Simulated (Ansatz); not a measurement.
# Mg2Ge3N: the cost of one run

Program: Ansatz 0.2.0. Level of theory: DFT PBE, scalar-relativistic, plane waves, PAW. These are calculated values, not measurements.

### 1 The system as given

The structure is hexagonal, space group P6/mmm (No. 191). Conventional cell: a = 5.405 Å, b = 5.405 Å, c = 4.059 Å, α = 90.00°, β = 90.00°, γ = 120.00°. Mg (site symmetry -6m2) is surrounded by 6 Ge at 2.56 Å and 3 Mg at 3.12 Å and 3 N at 3.12 Å. Ge (site symmetry mmm) is surrounded by 4 Mg at 2.56 Å and 4 Ge at 2.70 Å and 4 N at 3.38 Å. Around N (site symmetry 6/mmm) lie 6 Mg at 3.12 Å and 12 Ge at 3.38 Å.

Coordinates:

```xyz
6
Lattice="5.4055 0.0000 0.0000 -2.7027 4.6813 0.0000 0.0000 0.0000 4.0594" Properties=species:S:1:pos:R:3 pbc="T T T"
Mg    0.0000    3.1209    0.0000
Mg    2.7027    1.5604    0.0000
Ge    2.7027    0.0000    2.0297
Ge   -1.3514    2.3406    2.0297
Ge    1.3514    2.3406    2.0297
N     0.0000    0.0000    0.0000
```

The cell is invented: species swapped into a database cell of EuAl3Cu2 (P6/mmm, No. 191), with N on the Eu sites, Ge on the Al sites and Mg on the Cu sites. Its size is a rough estimate.

### 2 The guess as it stands, on a coarse mesh

Input file input.yaml:

```yaml
crystal:
  lattice:
    - [5.40548145, 0.0, 0.0]
    - [-2.70274072, 4.68128425, 0.0]
    - [0.0, 0.0, 4.05943078]
  atoms:
    - { symbol: Mg, position: [0.33333333, 0.66666667, 0.0] }
    - { symbol: Mg, position: [0.66666667, 0.33333333, 0.0] }
    - { symbol: Ge, position: [0.5, 0.0, 0.5] }
    - { symbol: Ge, position: [0.0, 0.5, 0.5] }
    - { symbol: Ge, position: [0.5, 0.5, 0.5] }
    - { symbol: "N", position: [0.0, 0.0, 0.0] }
basis:
  ecutwfc: 420
kpoints:
  mp_grid: { grid: [6, 6, 4] }
hamiltonian:
  xc: pbe
scf:
  occupations: { method: gaussian, width: 0.1 }
  lower_state_search: "off"
output:
  forces: true
  stress: true
  eigenvalues: true
```

The run is started by

```console
ansatz run input.yaml --threads 1 --pin off --max-ram 2560MiB --backend cpu --events-out ev --progress --plain --runs-dir out
```

What time and memory should one allow on 1 thread of Intel Xeon at 2.50GHz (Skylake/Cascade Lake), shared host?

About 11 s, with a peak of 0.41 GiB.
